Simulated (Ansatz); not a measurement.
# NaHf4S: the cost of one run

Computed with Ansatz 0.2.0 (DFT PBE, scalar-relativistic, plane waves, PAW, unless a step's input says otherwise).

**1. The starting structure**

Symmetry: F-43m, No. 216, cubic system. The conventional cell has a = 8.029 Å, b = 8.029 Å, c = 8.029 Å, α = 90.00°, β = 90.00°, γ = 90.00°. Around Na (site symmetry -43m) lie 12 Hf at 3.33 Å and 4 S at 3.48 Å. Hf (site symmetry 3m) has 6 Hf at 2.84 Å and 3 S at 3.33 Å as nearest neighbours. S (site symmetry -43m) has 12 Hf at 3.33 Å and 4 Na at 3.48 Å as nearest neighbours.

Structure file:

```cif
data_structure
_symmetry_space_group_name_H-M 'F-43m'
_symmetry_Int_Tables_number 216
_cell_length_a 8.0289
_cell_length_b 8.0289
_cell_length_c 8.0289
_cell_angle_alpha 90.000
_cell_angle_beta 90.000
_cell_angle_gamma 90.000
_cell_volume 517.57
loop_
_atom_site_label
_atom_site_type_symbol
_atom_site_symmetry_multiplicity
_atom_site_Wyckoff_symbol
_atom_site_fract_x
_atom_site_fract_y
_atom_site_fract_z
_atom_site_occupancy
Na1 Na 4 a 0.00000 0.00000 0.00000 1
Hf1 Hf 16 e 0.87510 0.37510 0.12490 1
S1 S 4 c 0.25000 0.25000 0.25000 1
```

Recipe of the guess: species swapped into a database cell of ZrTaCo4 (F-43m, No. 216), with Na on the Zr sites, S on the Ta sites and Hf on the Co sites. The dimensions are guesses.

**2. Probe: one point on a coarse mesh**

Contents of input.yaml:

```yaml
crystal:
  lattice:
    - [0.0, 4.01444335, 4.01444335]
    - [4.01444335, 0.0, 4.01444335]
    - [4.01444335, 4.01444335, 0.0]
  atoms:
    - { symbol: Na, position: [0.0, 0.0, 0.0] }
    - { symbol: Hf, position: [0.874697, 0.375101, 0.375101] }
    - { symbol: Hf, position: [0.375101, 0.375101, 0.375101] }
    - { symbol: Hf, position: [0.375101, 0.874697, 0.375101] }
    - { symbol: Hf, position: [0.375101, 0.375101, 0.874697] }
    - { symbol: S, position: [0.75, 0.75, 0.75] }
basis:
  ecutwfc: 420
kpoints:
  mp_grid: { grid: [4, 4, 4] }
hamiltonian:
  xc: pbe
scf:
  occupations: { method: gaussian, width: 0.1 }
  lower_state_search: "off"
output:
  forces: true
  stress: true
  eigenvalues: true
```

The run is started by

```bash
$ ansatz run input.yaml --threads 1 --pin off --max-ram 2048MiB --backend cpu --events-out ev --progress --plain --runs-dir out
```

What time and memory should one allow on 1 thread of Arm Neoverse N1, shared host?

About 13 s, with a peak of 0.45 GiB.
